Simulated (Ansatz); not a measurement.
What does this script print? It uses Ansatz 0.2.0 through its Python package.

`zn.py`
```python
import ansatz as az
import numpy as np

vectors0 = np.array([
    [0.0, 1.964776, 1.964776],
    [1.964776, 0.0, 1.964776],
    [1.964776, 1.964776, 0.0],
])
sites = [
    ('Zn', (0.0, 0.0, 0.0)),
]


def build(cell):
    crystal = az.Crystal(lattice=az.Lattice.of(cell))
    for symbol, position in sites:
        crystal = crystal.atom(symbol, position)
    return crystal

volumes, energies, pressures = [], [], []
for scale in np.linspace(0.88, 1.12, 7):
    cell = vectors0 * scale ** (1 / 3)
    base = (
        build(cell).calculation()
        .functional('r2scan')
        .basis(19 * az.Ha)
        .occupations(az.OccupationsMethod.COLD, width=0.1)
        .kpoints(10, 10, 10)
        .stress()
    )
    report = base.run(threads=1).report
    volumes.append(abs(np.linalg.det(cell)) / len(sites))
    energies.append(report['free_energy_ev'] / len(sites))
    pressures.append(np.trace(report['stress_gpa']) / 3)
    print(f'V = {volumes[-1]:8.4f} A^3/atom  F = {energies[-1]:.5f} eV/atom  P = {pressures[-1]:8.3f} GPa')

x = np.array(volumes) ** (-2 / 3)
poly = np.polynomial.Polynomial.fit(x, energies, 3).convert()
roots = poly.deriv().roots()
x0 = min((r.real for r in roots if abs(r.imag) < 1e-9 and poly.deriv(2)(r.real) > 0), key=lambda r: abs(r - x.mean()))
v0 = x0 ** -1.5
b0 = 4 / 9 * poly.deriv(2)(x0) * v0 ** (-7 / 3) * 160.21766
b1 = 4 + 2 / 3 * x0 * poly.deriv(3)(x0) / poly.deriv(2)(x0)
print(f'V0 = {v0:.4f} A^3/atom, B0 = {b0:.1f} GPa, dB/dP = {b1:.2f}')
```

Running `python zn.py` prints:
```text
V =  13.3491 A^3/atom  F = -3325.62480 eV/atom  P =    6.865 GPa
V =  13.9559 A^3/atom  F = -3325.64057 eV/atom  P =    1.641 GPa
V =  14.5626 A^3/atom  F = -3325.63926 eV/atom  P =   -2.087 GPa
V =  15.1694 A^3/atom  F = -3325.62608 eV/atom  P =   -4.746 GPa
V =  15.7762 A^3/atom  F = -3325.60403 eV/atom  P =   -6.827 GPa
V =  16.3830 A^3/atom  F = -3325.57486 eV/atom  P =   -8.495 GPa
V =  16.9898 A^3/atom  F = -3325.54050 eV/atom  P =   -9.554 GPa
V0 = 14.2141 A^3/atom, B0 = 88.8 GPa, dB/dP = 5.66
```

A third-order Birch-Murnaghan fit through the 7 points has its minimum at 14.21 Å³ an atom, 6.3 % below the typed cell, with a bulk modulus of 89 GPa. From that minimum the energy rises by 16.9 meV an atom on the compressed side and 101.2 meV on the expanded side. The window is off centre, so dB/dP is rough.

Absolute energies stand on the zero of these potentials, so only differences at equal settings mean something. The mesh is modest for a metal, so energies can be off by several to tens of meV an atom and pressures by half a GPa or more; differences at equal mesh fare better. Pressure is positive in compression. This isn't the structure that Zn takes at ambient conditions. Cost: about 11 core-seconds.

(Lines on the test bed's own set-up are left out of the output.)
